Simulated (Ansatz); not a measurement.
# AlH₅O₂Si: how energies converge with the basis set

An exercise on one series of results from a longer session: the logs are not shown, and one member is left open.

Computed with Ansatz 0.2.0, Gaussian basis. Level: one geometry, several basis sets.

Levels to be run: PBE0-D4/def2-SVP; ωB97M-V/def2-SVP; PBE0-D4/def2-QZVPP; ωB97M-V/def2-QZVPP; the functionals' def2-TZVPP values are taken from earlier runs.

### Structure used throughout

An earlier PBE0-D4 in a triple-zeta def2 set relaxation fixed the geometry.

SMILES `O[SiH2][O][AlH2]`, 9 atoms, charge 0, spin multiplicity 1.

Atoms are counted from 1 here; the program's logs count them from 0.

Bond lengths: O1–Si2 1.642 Å, O1–H5 0.958 Å, Si2–O3 1.619 Å, Si2–H6 1.480 Å, Si2–H7 1.487 Å, O3–Al4 1.683 Å, Al4–H8 1.580 Å, Al4–H9 1.579 Å. Angles: Si2–O1–H5 117.9°, O1–Si2–O3 112.5°, O1–Si2–H6 104.7°, O1–Si2–H7 110.2°, O3–Si2–H6 110.2°, O3–Si2–H7 107.6°, H6–Si2–H7 111.8°, Si2–O3–Al4 173.6°, O3–Al4–H8 117.8°, O3–Al4–H9 118.1°, H8–Al4–H9 124.1°.

As a file:

```xyz
9
AlH5O2Si
O    -0.79507    1.82942   -0.89822
Si    0.17303    1.19668    0.26691
O     0.25079   -0.41887    0.19771
Al    0.32572   -2.08051   -0.06064
H    -1.74084    1.70576   -0.81091
H     1.50605    1.78281    0.00504
H    -0.33731    1.56490    1.61425
H    -0.95949   -2.79572   -0.63678
H     1.66560   -2.83058    0.30545
```

Set-up of the first run:

File in.yaml:

```yaml
crystal:
  periodic: [false, false, false]
  atoms:
    - {symbol: O, position_ang: [-0.795067, 1.829420, -0.898217]}
    - {symbol: Si, position_ang: [0.173035, 1.196684, 0.266909]}
    - {symbol: O, position_ang: [0.250787, -0.418868, 0.197712]}
    - {symbol: Al, position_ang: [0.325719, -2.080506, -0.060638]}
    - {symbol: H, position_ang: [-1.740838, 1.705756, -0.810913]}
    - {symbol: H, position_ang: [1.506055, 1.782810, 0.005036]}
    - {symbol: H, position_ang: [-0.337306, 1.564905, 1.614248]}
    - {symbol: H, position_ang: [-0.959489, -2.795723, -0.636782]}
    - {symbol: H, position_ang: [1.665604, -2.830577, 0.305447]}
basis:
  gaussian: {orbitals: def2-SVP}
hamiltonian: {xc: pbe0, dispersion: d4}
output: {orbitals: {seedname: orbitals}}
```

Run with:

```sh
> ansatz run in.yaml --threads 2 --pin off --events-out ev --progress --plain --max-ram 4352MiB
```

Among the steps run: PBE0-D4 in def2-SVP; ωB97M-V in def2-SVP; PBE0-D4 in def2-QZVPP; ωB97M-V in def2-QZVPP.

One of the session's tables, all rows but one given; the rest of the session is left out.

| functional | basis | HOMO (eV) |
| --- | --- | --- |
| PBE0-D4 | def2-SVP | -8.23 |
| PBE0-D4 | def2-TZVPP | -8.32 |
| PBE0-D4 | def2-QZVPP | -8.33 |
| ωB97M-V | def2-SVP | -10.43 |
| ωB97M-V | def2-TZVPP | ? |
| ωB97M-V | def2-QZVPP | -10.58 |

Estimate the missing values for ωB97M-V, def2-TZVPP.

As computed: HOMO (eV): -10.57. In the column «HOMO (eV)» it lies between ωB97M-V, def2-QZVPP (-10.58) and ωB97M-V, def2-SVP (-10.43).
